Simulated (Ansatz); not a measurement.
# BH3S3: two geometries relaxed

Aim: relax the geometries before and after the shift of H5 from S1 to B2, and see whether they are two minima and how far apart in energy. SMILES of the start: SB(S)S.

Program: Ansatz 0.2.0. Level of theory: RKS r2SCANh/def2-SVP. These are calculated values, not measurements.

## 1. Starting point

Bond lengths: S1–B2 1.816 Å, B2–S3 1.865 Å, B2–S4 1.920 Å, S1–H5 1.433 Å, S3–H6 1.444 Å, S4–H7 1.445 Å. Angles: S1–B2–S3 119.3°, S1–B2–S4 120.9°, S3–B2–S4 119.9°, B2–S1–H5 93.6°, B2–S3–H6 91.4°, B2–S4–H7 88.8°.

As a file:

```xyz
7

S    -0.9433    1.5601    0.1278
B     0.1446    0.1072    0.0563
S     0.3246   -0.9723    1.5663
S     1.1459   -0.2957   -1.5313
H    -2.0937    0.8330   -0.3218
H     1.4396   -0.1860    2.0399
H     0.0435   -1.1143   -1.9828
```

## 2. End point A

input.yaml

```yaml
crystal:
  periodic: [false, false, false]
  atoms:
    - { symbol: S, position_ang: [-0.9433, 1.5601, 0.1278] }
    - { symbol: B, position_ang: [0.1446, 0.1072, 0.0563] }
    - { symbol: S, position_ang: [0.3246, -0.9723, 1.5663] }
    - { symbol: S, position_ang: [1.1459, -0.2957, -1.5313] }
    - { symbol: H, position_ang: [-2.0937, 0.833, -0.3218] }
    - { symbol: H, position_ang: [1.4396, -0.186, 2.0399] }
    - { symbol: H, position_ang: [0.0435, -1.1143, -1.9828] }
basis:
  gaussian: { orbitals: def2-SVP }
hamiltonian:
  xc: r2scanh
relax:
  f_tol: 0.02
  max_steps: 50
```

The run is started by

```bash
$ ansatz run input.yaml --threads 2 --pin off --max-ram 3072MiB --backend cpu --events-out ev --progress --plain --runs-dir out
```

What it wrote, cut to the lines that bear on the results:

```text
Warning: RAYON_NUM_THREADS=2 ignored (pool sized by the plan → 2); use --threads N
[...]
Functional definition: r2SCANh
[...]
857 factors; integrals over basis functions are off by at most 1.8e-4 eV
[...]
mean field -33218.28345856 eV, -1220.7494009409 hartree, gradient 2.9e-5 eV, S^2 0.000000; 0 other end points of the search recorded, 0 dependent functions left out
[...]
reference -33218.28346602 eV, -1220.7494012152 hartree; 28, 28 occupied and 55, 55 virtual orbitals, 857 factors
relax step   1: F+E_penalty+E_count = -33218.28345856 eV  Δ(F+E_penalty+E_count) = +0.000e0 eV  max|allowed force component| = 1.895e0 eV/Å  Δτ_max = 0.0000 Å  (25 SCF iters, accepted)
[...]
relax step   5: F+E_penalty+E_count = -33219.09844783 eV  Δ(F+E_penalty+E_count) = -1.911e-1 eV  max|allowed force component| = 1.279e0 eV/Å  Δτ_max = 0.1953 Å  (27 SCF iters, accepted)
[...]
relax step   9: F+E_penalty+E_count = -33220.08809383 eV  Δ(F+E_penalty+E_count) = -1.856e-1 eV  max|allowed force component| = 1.313e0 eV/Å  Δτ_max = 0.1952 Å  (32 SCF iters, accepted)
[...]
relax step  13: F+E_penalty+E_count = -33220.41505986 eV  Δ(F+E_penalty+E_count) = -4.627e-2 eV  max|allowed force component| = 2.705e-1 eV/Å  Δτ_max = 0.2000 Å  (28 SCF iters, accepted)
[...]
relax step  15: F+E_penalty+E_count = -33220.41864822 eV  Δ(F+E_penalty+E_count) = -2.645e-3 eV  max|allowed force component| = 5.026e-2 eV/Å  Δτ_max = 0.0344 Å  (28 SCF iters, accepted)
[...]
relax step  16: F+E_penalty+E_count = -33220.41927826 eV  Δ(F+E_penalty+E_count) = -6.300e-4 eV  max|allowed force component| = 9.872e-3 eV/Å  Δτ_max = 0.0259 Å  (27 SCF iters, accepted)
858 factors; integrals over basis functions are off by at most 5.8e-4 eV
[...]
mean field -33220.41927826 eV, -1220.8278908673 hartree, gradient 1.1e-5 eV, S^2 0.000000; 1 other end points of the search recorded, 0 dependent functions left out
[...]
reference -33220.41928525 eV, -1220.8278911241 hartree; 28, 28 occupied and 55, 55 virtual orbitals, 858 factors
Total energy: -33220.41928525 eV, -1220.8278911241 hartree
Atom 0 at    -1.500610     1.400690     0.411787 Å, force    -0.009872     0.004902    -0.003178 eV/Å
Atom 1 at    -0.176561     0.183883     0.192121 Å, force    -0.001961     0.001342     0.008414 eV/Å
Atom 2 at     0.606595    -0.374866     1.726117 Å, force     0.008300    -0.002570    -0.009605 eV/Å
Atom 3 at     0.241865    -0.352921    -1.484802 Å, force     0.000831    -0.000589     0.007332 eV/Å
Atom 4 at    -1.849445     1.497222    -0.887566 Å, force     0.002713     0.000288     0.000070 eV/Å
Atom 5 at     1.544423    -1.167599     1.172058 Å, force    -0.003789     0.000028     0.005404 eV/Å
Atom 6 at     1.194932    -1.254409    -1.175314 Å, force     0.003777    -0.003400    -0.008437 eV/Å
Dipole moment:     0.233690    -0.242115    -0.230125 e Å
```

Run time: 50 s. Hardware: 2 threads of Arm Neoverse V1, shared host; peak memory 0.18 GiB.

The steps of the relaxation:

```
step  energy from step 1 (eV)  largest force component (eV/Å)
   1                   0.0000                          1.8954
   2                  -0.2942                          0.7494
   3                  -0.4138                          0.6183
   4                  -0.6239                          0.6440
   5                  -0.8150                          1.2788
   6                  -1.0937                          1.1491
   7                  -1.3681                          0.8216
   8                  -1.6190                          1.1531
   9                  -1.8046                          1.3131
  10                  -2.0012                          0.6678
  11                  -2.0697                          0.8119
  12                  -2.0853                          0.7081
  13                  -2.1316                          0.2705
  14                  -2.1325                          0.0770
  15                  -2.1352                          0.0503
  16                  -2.1358                          0.0099
```

Step 1 is the start.

After: Bond lengths: S1–B2 1.812 Å, B2–S3 1.811 Å, B2–S4 1.810 Å, S1–H5 1.349 Å, S3–H6 1.347 Å, S4–H7 1.348 Å. Angles: S1–B2–S3 114.9°, S1–B2–S4 118.7°, S3–B2–S4 126.4°, B2–S1–H5 96.9°, B2–S3–H6 97.7°, B2–S4–H7 98.6°.

## 3. Relaxing end B

The second end starts from a geometry with the move made by hand.

input.yaml, as its differences from that of step 2:

```diff
@@ -7,3 +7,3 @@
     - { symbol: S, position_ang: [1.1459, -0.2957, -1.5313] }
-    - { symbol: H, position_ang: [-2.0937, 0.833, -0.3218] }
+    - { symbol: H, position_ang: [-0.79206, -0.06852, -0.62245] }
     - { symbol: H, position_ang: [1.4396, -0.186, 2.0399] }
@@ -17 +17,3 @@
   max_steps: 50
+output:
+  orbitals: {}
```

The run is started by

```bash
$ ansatz run input.yaml --threads 2 --pin off --max-ram 3072MiB --backend cpu --events-out ev --progress --plain --runs-dir out
```

What it wrote, cut to the lines that bear on the results:

```text
Warning: RAYON_NUM_THREADS=2 ignored (pool sized by the plan → 2); use --threads N
[...]
[... 1 set-up line as earlier in the session ...]
[...]
850 factors; integrals over basis functions are off by at most 1.9e-4 eV
[...]
mean field -33216.48118021 eV, -1220.6831684332 hartree, gradient 6.9e-5 eV, S^2 0.000000; 3 other end points of the search recorded, 0 dependent functions left out
[...]
reference -33216.48118718 eV, -1220.6831686893 hartree; 28, 28 occupied and 55, 55 virtual orbitals, 850 factors
relax step   1: F+E_penalty+E_count = -33216.48118021 eV  Δ(F+E_penalty+E_count) = +0.000e0 eV  max|allowed force component| = 3.356e0 eV/Å  Δτ_max = 0.0000 Å  (59 SCF iters, accepted)
[...]
relax step   4: F+E_penalty+E_count = -33218.27321660 eV  Δ(F+E_penalty+E_count) = -3.514e-1 eV  max|allowed force component| = 1.169e0 eV/Å  Δτ_max = 0.1946 Å  (28 SCF iters, accepted)
[...]
relax step   7: F+E_penalty+E_count = -33219.19280655 eV  Δ(F+E_penalty+E_count) = -2.977e-1 eV  max|allowed force component| = 9.443e-1 eV/Å  Δτ_max = 0.1950 Å  (28 SCF iters, accepted)
[...]
relax step  10: F+E_penalty+E_count = -33220.05478087 eV  Δ(F+E_penalty+E_count) = -2.300e-1 eV  max|allowed force component| = 7.514e-1 eV/Å  Δτ_max = 0.1952 Å  (27 SCF iters, accepted)
[...]
relax step  11: F+E_penalty+E_count = -33220.22184140 eV  Δ(F+E_penalty+E_count) = -1.671e-1 eV  max|allowed force component| = 3.834e-1 eV/Å  Δτ_max = 0.1995 Å  (27 SCF iters, accepted)
[...]
relax step  12: F+E_penalty+E_count = -33220.31326332 eV  Δ(F+E_penalty+E_count) = -9.142e-2 eV  max|allowed force component| = 9.776e-1 eV/Å  Δτ_max = 0.1968 Å  (27 SCF iters, accepted)
[...]
851 factors; integrals over basis functions are off by at most 1.1e-3 eV
mean field -33220.36526531 eV, -1220.8259059277 hartree, gradient 1.4e-5 eV, S^2 0.000000; 0 other end points of the search recorded, 0 dependent functions left out
[...]
```

## 4. The log goes on: end point B relaxed

Output, continued, cut to the lines that bear on the results:

```text
reference -33220.36527244 eV, -1220.8259061897 hartree; 28, 28 occupied and 55, 55 virtual orbitals, 851 factors
relax step  13: F+E_penalty+E_count = -33220.36526531 eV  Δ(F+E_penalty+E_count) = -5.200e-2 eV  max|allowed force component| = 8.340e-1 eV/Å  Δτ_max = 0.1946 Å  (27 SCF iters, accepted)
[...]
relax step  19: F+E_penalty+E_count = -33220.41900172 eV  Δ(F+E_penalty+E_count) = -2.176e-3 eV  max|allowed force component| = 2.706e-2 eV/Å  Δτ_max = 0.0206 Å  (28 SCF iters, accepted)
[...]
relax step  20: F+E_penalty+E_count = -33220.41924934 eV  Δ(F+E_penalty+E_count) = -2.476e-4 eV  max|allowed force component| = 1.153e-2 eV/Å  Δτ_max = 0.0211 Å  (27 SCF iters, accepted)
851 factors; integrals over basis functions are off by at most 1.1e-3 eV
[...]
mean field -33220.41924934 eV, -1220.8278898044 hartree, gradient 1.1e-5 eV, S^2 0.000000; 1 other end points of the search recorded, 0 dependent functions left out
[...]
reference -33220.41925639 eV, -1220.8278900635 hartree; 28, 28 occupied and 55, 55 virtual orbitals, 851 factors
Total energy: -33220.41925639 eV, -1220.8278900635 hartree
Atom 0 at    -1.377199     1.243459     0.204822 Å, force    -0.005264    -0.006585     0.005393 eV/Å
Atom 1 at    -0.012415     0.053637     0.129933 Å, force     0.000746     0.011530    -0.000956 eV/Å
Atom 2 at     0.638515    -0.464761     1.737689 Å, force     0.001224    -0.003320    -0.000487 eV/Å
Atom 3 at     0.571967    -0.491938    -1.493645 Å, force     0.001720    -0.010083     0.002610 eV/Å
Atom 4 at    -1.606732     1.308626    -1.122573 Å, force     0.003555     0.004738    -0.003418 eV/Å
Atom 5 at     1.634149    -1.251903     1.286303 Å, force    -0.000970     0.002228    -0.000504 eV/Å
Atom 6 at     1.514554    -1.366638    -1.088780 Å, force    -0.001011     0.001493    -0.002639 eV/Å
Dipole moment:     0.259409    -0.242525    -0.203190 e Å
```

Wall time 64 s (2 threads of Arm Neoverse V1, shared host); peak memory 0.18 GiB.

The steps of the relaxation:

```
step  energy from step 1 (eV)  largest force component (eV/Å)
   1                   0.0000                          3.3558
   2                  -0.8915                          2.0763
   3                  -1.4407                          1.5699
   4                  -1.7920                          1.1693
   5                  -2.1124                          0.7333
   6                  -2.4139                          0.7345
   7                  -2.7116                          0.9443
   8                  -3.0539                          0.8832
   9                  -3.3436                          0.7044
  10                  -3.5736                          0.7514
  11                  -3.7407                          0.3834
  12                  -3.8321                          0.9776
  13                  -3.8841                          0.8340
  14                  -3.9288                          0.1790
 15x                  -3.9071                          0.1602
  16                  -3.9343                          0.0909
  17                  -3.9348                          0.1547
  18                  -3.9356                          0.1131
  19                  -3.9378                          0.0271
  20                  -3.9381                          0.0115
```

Step 1 is the start. 1 step was tried and not accepted (marked x).

After: Bond lengths: S1–B2 1.812 Å, B2–S3 1.810 Å, B2–S4 1.810 Å, S1–H5 1.349 Å, S3–H6 1.347 Å, S4–H7 1.348 Å. Angles: S1–B2–S3 115.0°, S1–B2–S4 118.6°, S3–B2–S4 126.5°, B2–S1–H5 96.8°, B2–S3–H6 97.8°, B2–S4–H7 98.7°.

Pairs that crossed the distance rule for bonds on the way: came closer S1–H5; moved apart B2–H5.

## 5. Outcome

```
                           quantity                     value
                              end A  15 moves, 2.136 eV lower
                              end B  18 moves, 3.938 eV lower
largest difference between the ends                    0.01 Å
            end B relative to end A                 +0.000 eV
```

In words: The two relaxations end at one structure, within 0.01 Å: no second minimum was found from this start, which doesn't rule one out.
